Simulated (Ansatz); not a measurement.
# YVC4N4: the cost of one run

Program: Ansatz 0.2.0. Level of theory: DFT PBE, scalar-relativistic, plane waves, PAW. These are calculated values, not measurements.

### Step 1. The structure to begin with

It takes space group P-43m (No. 215, cubic). The conventional cell has a = 6.101 Å, b = 6.101 Å, c = 6.101 Å, α = 90.00°, β = 90.00°, γ = 90.00°. Around Y (site symmetry -43m) lie 4 C at 2.11 Å. Around V (site symmetry -43m) lie 4 N at 2.01 Å. C (site symmetry 3m) has 1 N at 1.17 Å in its first shell of neighbours. N (site symmetry 3m) is surrounded by 1 C at 1.17 Å and 1 V at 2.01 Å.

Coordinates:

```cif
data_structure
_symmetry_space_group_name_H-M 'P 1'
_symmetry_Int_Tables_number 1
_cell_length_a 6.1009
_cell_length_b 6.1009
_cell_length_c 6.1009
_cell_angle_alpha 90.000
_cell_angle_beta 90.000
_cell_angle_gamma 90.000
_cell_volume 227.08
loop_
_atom_site_label
_atom_site_type_symbol
_atom_site_fract_x
_atom_site_fract_y
_atom_site_fract_z
_atom_site_occupancy
Y1 Y 0.00000 0.00000 0.00000 1
V1 V 0.50000 0.50000 0.50000 1
C1 C 0.19930 0.19930 0.19930 1
C2 C 0.19930 0.80070 0.80070 1
C3 C 0.80070 0.19930 0.80070 1
C4 C 0.80070 0.80070 0.19930 1
N1 N 0.31002 0.31002 0.31002 1
N2 N 0.31002 0.68998 0.68998 1
N3 N 0.68998 0.31002 0.68998 1
N4 N 0.68998 0.68998 0.31002 1
```

The cell is invented: two interpenetrating cyanide-bridged diamond nets (P-43m, No. 215). The dimensions are guesses.

### Step 2. The guess as it stands, on a coarse mesh

The input, input.yaml:

```yaml
crystal:
  lattice:
    - [6.10086029, 0.0, 0.0]
    - [0.0, 6.10086029, 0.0]
    - [0.0, 0.0, 6.10086029]
  atoms:
    - { symbol: "Y", position: [0.0, 0.0, 0.0] }
    - { symbol: V, position: [0.5, 0.5, 0.5], spin: 2.0 }
    - { symbol: C, position: [0.19929971, 0.19929971, 0.19929971] }
    - { symbol: C, position: [0.19929971, 0.80070029, 0.80070029] }
    - { symbol: C, position: [0.80070029, 0.19929971, 0.80070029] }
    - { symbol: C, position: [0.80070029, 0.80070029, 0.19929971] }
    - { symbol: "N", position: [0.31002177, 0.31002177, 0.31002177] }
    - { symbol: "N", position: [0.31002177, 0.68997823, 0.68997823] }
    - { symbol: "N", position: [0.68997823, 0.31002177, 0.68997823] }
    - { symbol: "N", position: [0.68997823, 0.68997823, 0.31002177] }
basis:
  ecutwfc: 420
kpoints:
  mp_grid: { grid: [4, 4, 4] }
hamiltonian:
  xc: pbe
scf:
  occupations: { method: gaussian, width: 0.1 }
  lower_state_search: "off"
output:
  forces: true
  stress: true
  eigenvalues: true
  populations: true
magnetization:
  spin_polarized: true
```

The run is started by

```sh
> ansatz run input.yaml --threads 1 --pin off --max-ram 2560MiB --backend cpu --events-out ev --progress --plain --runs-dir out
```

**Question.** How long does this run take on 1 thread of Intel Xeon 6975P-C (Granite Rapids), shared host, and how much memory does it need?

About 12 s, with a peak of 0.53 GiB.
